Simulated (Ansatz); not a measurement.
# RePb2: the cost of one run

Computed with Ansatz 0.2.0 (DFT PBE, scalar-relativistic, plane waves, PAW, unless a step's input says otherwise).

## Step 1: The structure to begin with

It takes space group Fm-3m (No. 225, cubic). The conventional cell has a = 7.480 Å, b = 7.480 Å, c = 7.480 Å, α = 90.00°, β = 90.00°, γ = 90.00°. Re (site symmetry m-3m) is surrounded by 8 Pb at 3.24 Å. Around Pb (site symmetry -43m) lie 4 Re at 3.24 Å.

Structure file:

```xyz
3
Lattice="0.0000 3.7401 3.7401 3.7401 0.0000 3.7401 3.7401 3.7401 0.0000" Properties=species:S:1:pos:R:3 pbc="T T T"
Re    0.0000    0.0000    0.0000
Pb    1.8701    1.8701    1.8701
Pb    5.6102    5.6102    5.6102
```

A structure generator made this guess: species swapped into a database cell of Mg2Si (Fm-3m, No. 225), with Pb on the Mg sites and Re on the Si sites. Lengths come from tabulated atomic sizes and are only a guess.

## Step 2: The guess as it stands, on a coarse mesh

File input.yaml:

```yaml
crystal:
  lattice:
    - [0.0, 3.74010808, 3.74010808]
    - [3.74010808, 0.0, 3.74010808]
    - [3.74010808, 3.74010808, 0.0]
  atoms:
    - { symbol: Re, position: [0.0, 0.0, 0.0] }
    - { symbol: Pb, position: [0.25, 0.25, 0.25] }
    - { symbol: Pb, position: [0.75, 0.75, 0.75] }
basis:
  ecutwfc: 420
kpoints:
  mp_grid: { grid: [4, 4, 4] }
hamiltonian:
  xc: pbe
scf:
  occupations: { method: gaussian, width: 0.1 }
  lower_state_search: "off"
output:
  forces: true
  stress: true
  eigenvalues: true
```

The run is started by

```bash
> ansatz run input.yaml --threads 1 --pin off --max-ram 2048MiB --backend cpu --events-out ev --progress --plain --runs-dir out
```

Q: Estimate wall time and peak memory on 1 thread of Arm Neoverse V1, shared host.

About 2 s, with a peak of 0.33 GiB.
